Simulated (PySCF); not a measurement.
# [F2Cu(mu-H)2CuF2]2-: magnetic exchange

What do calculations give for the magnetic exchange of [F2Cu(mu-H)2CuF2]2-?

Programs: PySCF 2.14.0, with routines of our own; each step states its level. All values are computed. Atoms count from 0.

## 1. The system as given

8 atoms, charge -2, high-spin multiplicity 3; geometry from: idealised, bond lengths from ionic radii.

The system (edge-sharing dimer): [F2Cu(mu-H)2CuF2]2-. The metals (Cu(II), Cu(II)) are 2.59 Å apart; the bridge angle is 101°; the spin sites are atom 0 (1 unpaired) and atom 1 (1 unpaired).

## 2. Magnetic exchange: B3LYP/def2-SVP in water

What the job is given:

```
{"job": {"kind": "bs", "xc": "B3LYP", "basis": "def2-SVP", "grid": 1, "solvent": "water"}, "charge": -2, "high_spin_multiplicity": 3, "spin_sites": [[[0], 1], [[1], 1]]}
Cu    -1.296400     0.000000     0.000000
Cu     1.296400     0.000000     0.000000
H      0.000000     1.070600     0.000000
H      0.000000    -1.070600     0.000000
F     -2.606200    -1.348600     0.000000
F     -2.606200     1.348600    -0.000000
F      2.606200    -1.348600     0.000000
F      2.606200     1.348600    -0.000000
```

Level: B3LYP/def2-SVP high-spin and broken-symmetry single points, IEF-PCM water.

Run with:

```bash
> OMP_NUM_THREADS=1 python exch_run.py task.json out
```

One launch serves the whole session: the jobs run in the order shown.

Output:

```text
high-spin state, multiplicity 3
final grid: 41024 points
cycle   1  E = -3680.1500134984  dE = -1.239e+00  |g| = 1.920e+00  |ddm| = 1.821e+00
cycle   2  E = -3676.1017260062  dE =  4.048e+00  |g| = 3.650e+00  |ddm| = 4.651e+00
cycle   3  E = -3681.1316735342  dE = -5.030e+00  |g| = 4.705e-01  |ddm| = 4.009e+00
cycle   4  E = -3681.2087427894  dE = -7.707e-02  |g| = 1.594e-01  |ddm| = 5.161e-01
cycle   5  E = -3681.2138587206  dE = -5.116e-03  |g| = 1.010e-01  |ddm| = 1.528e-01
cycle   6  E = -3681.2168531189  dE = -2.994e-03  |g| = 1.645e-02  |ddm| = 6.526e-02
cycle   7  E = -3681.2169489677  dE = -9.585e-05  |g| = 4.765e-03  |ddm| = 1.643e-02
cycle   8  E = -3681.2169573781  dE = -8.410e-06  |g| = 2.758e-03  |ddm| = 7.064e-03
cycle   9  E = -3681.2169602556  dE = -2.878e-06  |g| = 4.270e-04  |ddm| = 2.803e-03
cycle  10  E = -3681.2169605154  dE = -2.598e-07  |g| = 1.428e-04  |ddm| = 1.254e-03
cycle  11  E = -3681.2169606055  dE = -9.008e-08  |g| = 6.558e-05  |ddm| = 9.009e-04
cycle  12  E = -3681.2169606271  dE = -2.158e-08  |g| = 2.361e-05  |ddm| = 5.419e-04
cycle  13  E = -3681.2169606292  dE = -2.120e-09  |g| = 1.018e-05  |ddm| = 1.736e-04
converged SCF energy = -3681.2169606292

broken-symmetry state, M_S = 0, start: spins of the second site flipped
final grid: 41024 points
cycle   1  E = -3681.2514837384  dE = -3.973e-02  |g| = 8.126e-02  |ddm| = 5.975e-01
cycle   2  E = -3681.2484139101  dE =  3.070e-03  |g| = 1.653e-01  |ddm| = 1.956e-01
cycle   3  E = -3681.2569791417  dE = -8.565e-03  |g| = 3.427e-02  |ddm| = 1.221e-01
cycle   4  E = -3681.2577894251  dE = -8.103e-04  |g| = 2.133e-02  |ddm| = 5.380e-02
cycle   5  E = -3681.2585711739  dE = -7.817e-04  |g| = 1.051e-02  |ddm| = 8.514e-02
cycle   6  E = -3681.2588936355  dE = -3.225e-04  |g| = 2.707e-03  |ddm| = 7.839e-02
cycle   7  E = -3681.2589443743  dE = -5.074e-05  |g| = 8.507e-04  |ddm| = 3.525e-02
cycle   8  E = -3681.2589510224  dE = -6.648e-06  |g| = 1.949e-04  |ddm| = 1.499e-02
cycle   9  E = -3681.2589514397  dE = -4.173e-07  |g| = 7.349e-05  |ddm| = 3.844e-03
cycle  10  E = -3681.2589514706  dE = -3.082e-08  |g| = 7.394e-05  |ddm| = 1.148e-03
cycle  11  E = -3681.2589514731  dE = -2.567e-09  |g| = 1.908e-05  |ddm| = 1.719e-04
converged SCF energy = -3681.2589514731

<S^2> high spin = 2.0048, broken symmetry = 0.2411
E(HS) - E(BS) = 9215.92 cm-1
J_noodleman = -9215.92 cm-1
J_unprojected = -4607.96 cm-1
J_yamaguchi = -5225.38 cm-1
```

Wall time 16 s (1 thread of Arm Neoverse V2, shared host).

J and the spin gap of this run are not to be taken as properties: the broken-symmetry state has ⟨S²⟩ 0.24 where antiparallel sites give about 1.0, so the electrons meant to stay apart are largely paired.

Mulliken spin populations of the high-spin state:

```
atom  value (e)
 Cu0       0.56
 Cu1       0.56
  H2       0.22
  H3       0.22
  F4       0.11
  F5       0.11
  F6       0.11
  F7       0.11
```

## 3. Magnetic exchange: CASSCF and SC-NEVPT2/def2-SVP (2,2) in water

What the job is given:

```
{"job": {"kind": "cas", "xc": "B3LYP", "basis": "def2-SVP", "grid": 1, "active": "magnetic", "zfs": false, "npt": 3, "solvent": "water"}, "charge": -2, "high_spin_multiplicity": 3, "spin_sites": [[[0], 1], [[1], 1]]}
Cu    -1.296400     0.000000     0.000000
Cu     1.296400     0.000000     0.000000
H      0.000000     1.070600     0.000000
H      0.000000    -1.070600     0.000000
F     -2.606200    -1.348600     0.000000
F     -2.606200     1.348600    -0.000000
F      2.606200    -1.348600     0.000000
F      2.606200     1.348600    -0.000000
```

With the program's defaults for keys left out, this is: CASSCF and SC-NEVPT2/def2-SVP spin states, IEF-PCM water.

Output:

```text
start orbitals: natural orbitals of the high-spin B3LYP determinant (converged)
active space: 2 electrons in 2 orbitals, 48 closed; orbitals optimised for multiplicities 3 1
macro   0  E = -3705.7244779311  dE =  0.000e+00  |g| = 9.016e-01
macro   1  E = -3705.8146917351  dE = -9.021e-02  |g| = 2.979e-01
macro   2  E = -3705.8481033412  dE = -3.341e-02  |g| = 3.489e-01
macro   3  E = -3705.8566011837  dE = -8.498e-03  |g| = 1.207e-01
macro   4  E = -3705.8586431850  dE = -2.042e-03  |g| = 2.332e-02
macro   5  E = -3705.8588293847  dE = -1.862e-04  |g| = 1.190e-02
macro   6  E = -3705.8588358967  dE = -6.512e-06  |g| = 5.540e-03
macro   7  E = -3705.8588372899  dE = -1.393e-06  |g| = 9.570e-04
macro   8  E = -3705.8588373551  dE = -6.516e-08  |g| = 4.278e-04
macro   9  E = -3705.8588373653  dE = -1.017e-08  |g| = 1.445e-04
CASSCF converged, mean energy = -3705.8588373653
2S+1 = 3  root 0  E(CAS) = -3705.85329485  E(NEVPT2) = -3707.29089463  occupations 1.000 1.000
2S+1 = 1  root 0  E(CAS) = -3705.86437988  E(NEVPT2) = -3707.30801691  occupations 1.248 0.752
```

It took 4.6 s on 1 thread of Arm Neoverse V2, shared host.

The solvent's field is frozen at that of the high-spin determinant; only differences between these total energies have meaning.

From this job:

```
                   quantity           value
                 J (CASSCF)      -1216 cm⁻¹
                 J (NEVPT2)      -1879 cm⁻¹
low less high spin (NEVPT2)  -10.7 kcal/mol
         diradical index y0            0.75
```

## 4. Magnetic exchange: M06/def2-SVP in water

What the job is given:

```
{"job": {"kind": "bs", "xc": "M06", "basis": "def2-SVP", "grid": 2, "solvent": "water"}, "charge": -2, "high_spin_multiplicity": 3, "spin_sites": [[[0], 1], [[1], 1]]}
Cu    -1.296400     0.000000     0.000000
Cu     1.296400     0.000000     0.000000
H      0.000000     1.070600     0.000000
H      0.000000    -1.070600     0.000000
F     -2.606200    -1.348600     0.000000
F     -2.606200     1.348600    -0.000000
F      2.606200    -1.348600     0.000000
F      2.606200     1.348600    -0.000000
```

Level: M06/def2-SVP high-spin and broken-symmetry single points, IEF-PCM water.

Output:

```text
high-spin state, multiplicity 3
final grid: 83240 points
cycle   1  E = -3680.8995208109  dE = -1.774e-03  |g| = 2.956e-02  |ddm| = 1.102e-01
cycle   2  E = -3680.8983824834  dE =  1.138e-03  |g| = 6.976e-02  |ddm| = 7.446e-02
cycle   3  E = -3680.8998301166  dE = -1.448e-03  |g| = 3.502e-03  |ddm| = 4.465e-02
cycle   4  E = -3680.8998338029  dE = -3.686e-06  |g| = 2.544e-03  |ddm| = 4.370e-03
cycle   5  E = -3680.8998357086  dE = -1.906e-06  |g| = 5.206e-04  |ddm| = 1.976e-03
cycle   6  E = -3680.8998358333  dE = -1.247e-07  |g| = 1.817e-04  |ddm| = 6.323e-04
cycle   7  E = -3680.8998358490  dE = -1.568e-08  |g| = 4.074e-05  |ddm| = 2.279e-04
cycle   8  E = -3680.8998358501  dE = -1.060e-09  |g| = 4.751e-06  |ddm| = 8.788e-05
converged SCF energy = -3680.8998358501

broken-symmetry state, M_S = 0, start: spins of the second site flipped
final grid: 83240 points
cycle   1  E = -3680.9392272832  dE = -4.421e-02  |g| = 8.792e-02  |ddm| = 5.861e-01
cycle   2  E = -3680.9380898587  dE =  1.137e-03  |g| = 1.667e-01  |ddm| = 2.140e-01
cycle   3  E = -3680.9469690255  dE = -8.879e-03  |g| = 3.794e-02  |ddm| = 1.230e-01
cycle   4  E = -3680.9483847462  dE = -1.416e-03  |g| = 2.481e-02  |ddm| = 7.509e-02
cycle   5  E = -3680.9496797952  dE = -1.295e-03  |g| = 1.261e-02  |ddm| = 1.040e-01
cycle   6  E = -3680.9504448225  dE = -7.650e-04  |g| = 4.699e-03  |ddm| = 1.216e-01
cycle   7  E = -3680.9506460899  dE = -2.013e-04  |g| = 2.860e-03  |ddm| = 6.968e-02
cycle   8  E = -3680.9507196080  dE = -7.352e-05  |g| = 1.040e-03  |ddm| = 5.098e-02
cycle   9  E = -3680.9507435782  dE = -2.397e-05  |g| = 1.133e-03  |ddm| = 3.502e-02
cycle  10  E = -3680.9507485476  dE = -4.969e-06  |g| = 9.009e-04  |ddm| = 1.224e-02
cycle  11  E = -3680.9507528144  dE = -4.267e-06  |g| = 3.778e-04  |ddm| = 1.636e-02
cycle  12  E = -3680.9507545642  dE = -1.750e-06  |g| = 1.133e-04  |ddm| = 1.587e-02
cycle  13  E = -3680.9507547171  dE = -1.529e-07  |g| = 3.745e-05  |ddm| = 5.551e-03
cycle  14  E = -3680.9507547220  dE = -4.862e-09  |g| = 1.025e-05  |ddm| = 9.784e-04
converged SCF energy = -3680.9507547220

<S^2> high spin = 2.0045, broken symmetry = 0.0549
E(HS) - E(BS) = 11175.40 cm-1
J_noodleman = -11175.40 cm-1
J_unprojected = -5587.70 cm-1
J_yamaguchi = -5732.14 cm-1
```

Wall time 27 s (1 thread of Arm Neoverse V2, shared host).

J and the spin gap of this run are not to be taken as properties: the broken-symmetry state has ⟨S²⟩ 0.05 where antiparallel sites give about 1.0, so the electrons meant to stay apart are largely paired.

## 5. Magnetic exchange: CASSCF and SC-NEVPT2/def2-SVP (8,5) in water

What the job is given:

```
{"job": {"kind": "cas", "xc": "B3LYP", "basis": "def2-SVP", "grid": 1, "active": "bridge", "max": 5, "zfs": false, "npt": 2, "solvent": "water"}, "charge": -2, "high_spin_multiplicity": 3, "spin_sites": [[[0], 1], [[1], 1]]}
Cu    -1.296400     0.000000     0.000000
Cu     1.296400     0.000000     0.000000
H      0.000000     1.070600     0.000000
H      0.000000    -1.070600     0.000000
F     -2.606200    -1.348600     0.000000
F     -2.606200     1.348600    -0.000000
F      2.606200    -1.348600     0.000000
F      2.606200     1.348600    -0.000000
```

With the program's defaults for keys left out, this is: CASSCF and SC-NEVPT2/def2-SVP spin states, IEF-PCM water.

Output:

```text
start orbitals: natural orbitals of the high-spin B3LYP determinant (converged)
active space: 8 electrons in 5 orbitals, 45 closed; orbitals optimised for multiplicities 3 1
macro   0  E = -3705.7255948528  dE =  0.000e+00  |g| = 9.082e-01
macro   1  E = -3705.8135557616  dE = -8.796e-02  |g| = 3.302e-01
macro   2  E = -3705.8462331702  dE = -3.268e-02  |g| = 3.928e-01
macro   3  E = -3705.8566801161  dE = -1.045e-02  |g| = 1.243e-01
macro   4  E = -3705.8584635794  dE = -1.783e-03  |g| = 3.978e-01
macro   5  E = -3705.8302330105  step rejected
macro   6  E = -3705.8548580380  step rejected
macro   7  E = -3705.8584497495  step rejected
macro   8  E = -3705.8586102246  dE = -1.466e-04  |g| = 1.469e-01
macro   9  E = -3705.8540010603  step rejected
macro  10  E = -3705.8582504786  step rejected
macro  11  E = -3705.8586552879  dE = -4.506e-05  |g| = 1.982e-01
...
macro  66  E = -3705.8591070042  dE = -2.656e-06  |g| = 3.251e-03
macro  67  E = -3705.8591080755  dE = -1.071e-06  |g| = 1.160e-03
macro  68  E = -3705.8591084198  dE = -3.443e-07  |g| = 4.826e-04
macro  69  E = -3705.8591086337  dE = -2.139e-07  |g| = 8.300e-04
macro  70  E = -3705.8591087452  dE = -1.115e-07  |g| = 3.767e-04
macro  71  E = -3705.8591090827  dE = -3.375e-07  |g| = 1.147e-03
macro  72  E = -3705.8591091991  dE = -1.164e-07  |g| = 9.401e-04
macro  73  E = -3705.8591094655  dE = -2.664e-07  |g| = 7.266e-04
macro  74  E = -3705.8591095557  dE = -9.020e-08  |g| = 4.711e-04
macro  75  E = -3705.8591095813  dE = -2.559e-08  |g| = 1.398e-04
CASSCF converged, mean energy = -3705.8591095813
2S+1 = 3  root 0  E(CAS) = -3705.85346934  E(NEVPT2) = -3707.27554520  occupations 2.000 2.000 2.000 1.000 1.000
2S+1 = 1  root 0  E(CAS) = -3705.86474982  E(NEVPT2) = -3707.30317124  occupations 2.000 2.000 2.000 1.266 0.734
```

Run time: 14 s. Hardware: 1 thread of Arm Neoverse V2, shared host.

The solvent's field is frozen at that of the high-spin determinant; only differences between these total energies have meaning.

J and the spin gap of this run are not to be taken as properties: an active orbital stays filled, so NEVPT2 hangs on an arbitrary choice.

## 6. Magnetic exchange: OPBE/def2-SVP in water

What the job is given:

```
{"job": {"kind": "bs", "xc": "OPBE", "basis": "def2-SVP", "grid": 1, "solvent": "water"}, "charge": -2, "high_spin_multiplicity": 3, "spin_sites": [[[0], 1], [[1], 1]]}
Cu    -1.296400     0.000000     0.000000
Cu     1.296400     0.000000     0.000000
H      0.000000     1.070600     0.000000
H      0.000000    -1.070600     0.000000
F     -2.606200    -1.348600     0.000000
F     -2.606200     1.348600    -0.000000
F      2.606200    -1.348600     0.000000
F      2.606200     1.348600    -0.000000
```

Level: OPBE/def2-SVP high-spin and broken-symmetry single points, IEF-PCM water.

Output:

```text
high-spin state, multiplicity 3
final grid: 41024 points
cycle   1  E = -3680.6010483939  dE = -8.925e-01  |g| = 1.915e+00  |ddm| = 1.884e+00
cycle   2  E = -3670.0523218978  dE =  1.055e+01  |g| = 4.815e+00  |ddm| = 1.206e+01
cycle   3  E = -3681.4739853185  dE = -1.142e+01  |g| = 8.469e-01  |ddm| = 1.177e+01
cycle   4  E = -3681.6001246778  dE = -1.261e-01  |g| = 7.282e-01  |ddm| = 1.061e+00
cycle   5  E = -3681.7395756169  dE = -1.395e-01  |g| = 2.248e-01  |ddm| = 6.823e-01
cycle   6  E = -3681.7613823919  dE = -2.181e-02  |g| = 1.564e-02  |ddm| = 2.490e-01
cycle   7  E = -3681.7613455683  dE =  3.682e-05  |g| = 1.843e-02  |ddm| = 3.086e-02
cycle   8  E = -3681.7614733989  dE = -1.278e-04  |g| = 2.107e-03  |ddm| = 2.043e-02
cycle   9  E = -3681.7614753480  dE = -1.949e-06  |g| = 7.749e-04  |ddm| = 2.987e-03
cycle  10  E = -3681.7614756682  dE = -3.202e-07  |g| = 6.618e-05  |ddm| = 1.220e-03
cycle  11  E = -3681.7614756708  dE = -2.616e-09  |g| = 1.364e-05  |ddm| = 1.247e-04
converged SCF energy = -3681.7614756708

broken-symmetry state, M_S = 0, start: spins of the second site flipped
final grid: 41024 points
cycle   1  E = -3681.8148681829  dE = -5.766e-02  |g| = 1.204e-01  |ddm| = 1.095e+00
cycle   2  E = -3681.7839201789  dE =  3.095e-02  |g| = 3.465e-01  |ddm| = 3.760e-01
cycle   3  E = -3681.8217351184  dE = -3.781e-02  |g| = 6.690e-02  |ddm| = 2.575e-01
cycle   4  E = -3681.8234800529  dE = -1.745e-03  |g| = 1.685e-02  |ddm| = 7.516e-02
cycle   5  E = -3681.8238750408  dE = -3.950e-04  |g| = 8.385e-03  |ddm| = 6.137e-02
cycle   6  E = -3681.8240566086  dE = -1.816e-04  |g| = 2.070e-03  |ddm| = 6.059e-02
cycle   7  E = -3681.8240653606  dE = -8.752e-06  |g| = 3.633e-03  |ddm| = 2.126e-02
cycle   8  E = -3681.8240689615  dE = -3.601e-06  |g| = 1.657e-03  |ddm| = 3.769e-03
cycle   9  E = -3681.8240699882  dE = -1.027e-06  |g| = 1.091e-04  |ddm| = 1.531e-03
cycle  10  E = -3681.8240700012  dE = -1.306e-08  |g| = 4.505e-05  |ddm| = 5.054e-04
cycle  11  E = -3681.8240700020  dE = -8.176e-10  |g| = 1.410e-05  |ddm| = 7.003e-05
converged SCF energy = -3681.8240700020

<S^2> high spin = 2.0035, broken symmetry = 0.0000
E(HS) - E(BS) = 13737.87 cm-1
J_noodleman = -13737.87 cm-1
J_unprojected = -6868.93 cm-1
J_yamaguchi = -6856.82 cm-1
```

Wall time 7.7 s (1 thread of Arm Neoverse V2, shared host).

The broken-symmetry state collapsed to a closed shell, so its J has no meaning.

## 7. Magnetic exchange: B3LYP/6-31G*, X2C in water, other SCF options

What the job is given:

```
{"job": {"kind": "bs", "xc": "B3LYP", "basis": "6-31G*", "grid": 1, "solvent": "water", "scf": {"guess": "huckel", "max_cycle": 96}, "x2c": true}, "charge": -2, "high_spin_multiplicity": 3, "spin_sites": [[[0], 1], [[1], 1]]}
Cu    -1.296400     0.000000     0.000000
Cu     1.296400     0.000000     0.000000
H      0.000000     1.070600     0.000000
H      0.000000    -1.070600     0.000000
F     -2.606200    -1.348600     0.000000
F     -2.606200     1.348600    -0.000000
F      2.606200    -1.348600     0.000000
F      2.606200     1.348600    -0.000000
```

Level: B3LYP/6-31G* high-spin and broken-symmetry single points, scalar X2C, IEF-PCM water.

Output:

```text
high-spin state, multiplicity 3
final grid: 41024 points
cycle   1  E = -3701.4556637423  dE =  2.390e+00  |g| = 3.037e+00  |ddm| = 9.393e+00
cycle   2  E = -3643.5380387423  dE =  5.792e+01  |g| = 8.153e+00  |ddm| = 6.503e+01
cycle   3  E = -3700.7497281475  dE = -5.721e+01  |g| = 3.782e+00  |ddm| = 7.283e+01
cycle   4  E = -3703.8420826135  dE = -3.092e+00  |g| = 1.604e+00  |ddm| = 1.267e+00
cycle   5  E = -3704.7070817138  dE = -8.650e-01  |g| = 1.781e-01  |ddm| = 2.043e+00
cycle   6  E = -3704.7275018134  dE = -2.042e-02  |g| = 6.227e-02  |ddm| = 2.890e-01
cycle   7  E = -3704.7288771671  dE = -1.375e-03  |g| = 5.881e-02  |ddm| = 8.619e-02
cycle   8  E = -3704.7292632857  dE = -3.861e-04  |g| = 4.735e-02  |ddm| = 3.003e-02
cycle   9  E = -3704.7298174606  dE = -5.542e-04  |g| = 1.018e-02  |ddm| = 4.396e-02
cycle  10  E = -3704.7298451728  dE = -2.771e-05  |g| = 2.363e-03  |ddm| = 9.604e-03
cycle  11  E = -3704.7298469450  dE = -1.772e-06  |g| = 4.202e-04  |ddm| = 3.267e-03
cycle  12  E = -3704.7298470215  dE = -7.655e-08  |g| = 4.460e-05  |ddm| = 5.703e-04
cycle  13  E = -3704.7298470232  dE = -1.685e-09  |g| = 1.616e-05  |ddm| = 9.684e-05
converged SCF energy = -3704.7298470232

broken-symmetry state, M_S = 0, start: spins of the second site flipped
final grid: 41024 points
cycle   1  E = -3704.7518771365  dE = -2.571e-02  |g| = 7.202e-02  |ddm| = 3.918e-01
cycle   2  E = -3704.7493329672  dE =  2.544e-03  |g| = 1.524e-01  |ddm| = 2.340e-01
cycle   3  E = -3704.7549882249  dE = -5.655e-03  |g| = 1.741e-02  |ddm| = 1.175e-01
cycle   4  E = -3704.7552973034  dE = -3.091e-04  |g| = 1.305e-02  |ddm| = 4.179e-02
cycle   5  E = -3704.7554318457  dE = -1.345e-04  |g| = 5.994e-03  |ddm| = 3.937e-02
cycle   6  E = -3704.7554584201  dE = -2.657e-05  |g| = 8.020e-04  |ddm| = 2.030e-02
cycle   7  E = -3704.7554587835  dE = -3.635e-07  |g| = 3.730e-04  |ddm| = 1.615e-03
cycle   8  E = -3704.7554587883  dE = -4.739e-09  |g| = 3.807e-04  |ddm| = 5.141e-04
cycle   9  E = -3704.7554588276  dE = -3.928e-08  |g| = 5.159e-05  |ddm| = 3.197e-04
cycle  10  E = -3704.7554588287  dE = -1.163e-09  |g| = 7.568e-06  |ddm| = 9.600e-05
converged SCF energy = -3704.7554588287

<S^2> high spin = 2.0041, broken symmetry = 0.6079
E(HS) - E(BS) = 5621.14 cm-1
J_noodleman = -5621.14 cm-1
J_unprojected = -2810.57 cm-1
J_yamaguchi = -4026.08 cm-1
```

It took 16 s on 1 thread of Arm Neoverse V2, shared host.

Key values:

```
                     quantity           value
                J (Yamaguchi)      -4026 cm⁻¹
low less high spin, projected  -23.1 kcal/mol
```

## 8. Spin gaps side by side

J for H = −2J S1·S2; the gap is low spin less high spin (projected; unprojected where the broken-symmetry state collapsed; or NEVPT2):

```
step                                          level  geometry  J (cm⁻¹)  gap (kcal/mol)   time
   3   CASSCF and SC-NEVPT2/def2-SVP (2,2) in water       one     -1879           -10.7  4.6 s
   6                         OPBE/def2-SVP in water       one         –           -39.3  7.7 s
   7  B3LYP/6-31G*, X2C in water, other SCF options       one     -4026           -23.1   16 s
```

CASSCF times leave out a start SCF that an earlier step had already made.

## 9. Results

```
quantity                                                                                                               value
       J  -4026 (B3LYP/6-31G*, X2C in water, other SCF options) to -1879 cm⁻¹ (CASSCF and SC-NEVPT2/def2-SVP (2,2) in water)
```

**Reading.** Step 2 is set aside for J and the spin gap: the broken-symmetry state has ⟨S²⟩ 0.24 where antiparallel sites give about 1.0, so the electrons meant to stay apart are largely paired. Step 4 is set aside for J and the spin gap: the broken-symmetry state has ⟨S²⟩ 0.05 where antiparallel sites give about 1.0, so the electrons meant to stay apart are largely paired. Step 5 is set aside for J and the spin gap: an active orbital stays filled, so NEVPT2 hangs on an arbitrary choice. The spin gap runs from -39.3 to -10.7 kcal/mol over the levels; with a spread this wide they need not describe the same pair of states. The levels with a meaningful J put the low-spin state lower (antiferromagnetic coupling), from -4026 to -1879 cm⁻¹.
